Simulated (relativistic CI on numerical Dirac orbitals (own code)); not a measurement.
# Ta LX (Ta⁵⁹⁺): levels and lines

The task is the spectrum of Ta⁵⁹⁺: levels, purity of their labels, lifetimes and lines; further runs change one setting each.

Method: Dirac-Coulomb-Breit CI, KLI orbitals optimised for each configuration, model QED (radiative potential, 1s self-energy scaled to tabulated hydrogen-like ionisation energies). Code: relativistic CI on numerical Dirac orbitals (own code) version 2.

### 1 What is computed

```
ion                       : Ta⁵⁹⁺ (Ta LX)
nuclear charge            : 73
electrons                 : 14
isotope                   : A = 181
first configuration typed : [Ne] 3s2 3p2
```

Outer shells as boxes (Hund's rule):

first configuration typed
```
[Ne] core
3s [↑↓]
3p [↑ ][↑ ][  ]
```

### 2 The main run

Settings of the run:

```ini
atom Ta  Z=73  charge=59  electrons=14
nucleus A=181  rms_radius_fm=5.3507
hamiltonian dirac-coulomb  breit=on  qed=on  c_scale=1
orbitals kli  potential=per-configuration
slater_scale 1
correlation none
mixing on
configurations
  [Ne] 3s2 3p2
  [Ne] 3s2 3p 3d
  [Ne] 3s 3p3
  [Ne] 3s2 3d2
  [Ne] 3p4
  [Ne] 3s 3p2 3d
  [Ne] 3p2 3d2
  [Ne] 3s 3p 3d2
  [Ne] 3p3 3d
  [Ne] 3s2 3d 4s
  [Ne] 3s2 3d 4p
  [Ne] 3s 3p 3d 4s
  [Ne] 3p3 4s
  [Ne] 3s2 3p 4s
  [Ne] 3s 3p 3d 4p
  [Ne] 3p3 4p
end
```

### 3 Correlation estimate p86

Settings: those of step 2 with these lines changed.

```diff
@@ -5,3 +5,3 @@
 slater_scale 1
-correlation none
+correlation p86
 mixing on
```

### 4 Without QED terms

Settings: those of step 3 with these lines changed.

```diff
@@ -2,6 +2,6 @@
 nucleus A=181  rms_radius_fm=5.3507
-hamiltonian dirac-coulomb  breit=on  qed=on  c_scale=1
+hamiltonian dirac-coulomb  breit=on  qed=off  c_scale=1
 orbitals kli  potential=per-configuration
 slater_scale 1
-correlation p86
+correlation none
 mixing on
```

### 5 The first configuration alone

Settings of the run:

```ini
atom Ta  Z=73  charge=59  electrons=14
nucleus A=181  rms_radius_fm=5.3507
hamiltonian dirac-coulomb  breit=on  qed=on  c_scale=1
orbitals kli  potential=per-configuration
slater_scale 1
correlation none
mixing on
configurations
  [Ne] 3s2 3p2
end
```

(Steps that only read results are left out.)

**Question.** What will these runs give? Wanted: lowest level; first excitation; lowest level of the other parity; fastest E1 line; ionisation energy.

As calculated:

| run | time | mean size of shift, levels followed (cm⁻¹) | lowest level | ionisation energy (eV) |
| --- | --- | --- | --- | --- |
| main run | 1.2 s | 0 | 3p2 [3p1/2^2] J=0 | 6363.9 |
| correlation estimate p86 | 1.1 s | 1428 | 3p2 [3p1/2^2] J=0 | 6365.6 |
| without QED terms | 0.68 s | 14607 | 3p2 [3p1/2^2] J=0 | 6364.1 |
| the first configuration alone | 0.087 s | 15938 | 3p2 [3p1/2^2] J=0 | - |

The tabulated theoretical ionisation energy (NIST) is 6364 eV.

| quantity | value |
| --- | --- |
| lowest level | 3p2 [3p1/2^2] J=0 |
| first excitation | 3p2 3P1, 325.32 eV |
| lowest level of the other parity | 3s 3p3 [3s 3p3/2] J=2°, 490.35 eV |
| levels in the model | 570 |
| fastest E1 line (by rate) to the lowest level among the lowest 200 of 570 levels | 2.116 nm, from 3p 3d [3p1/2 3d3/2] J=1° |
| ionisation energy | 6363.9 eV |
| ionisation energy, tabulated theoretical (NIST) | 6364 eV |

**Reading.** The lowest level is 3p2 [3p1/2^2] J=0, 69 % pure in LS and 100 % in jj coupling; over the low levels the means are 54 and 96 %, so jj coupling describes them better. The ionisation energy agrees with the tabulated theoretical value within its uncertainty of 7 eV. The largest mover is «the first configuration alone» (15938 cm⁻¹ on average). Lifetimes count radiative decay inside the model alone.
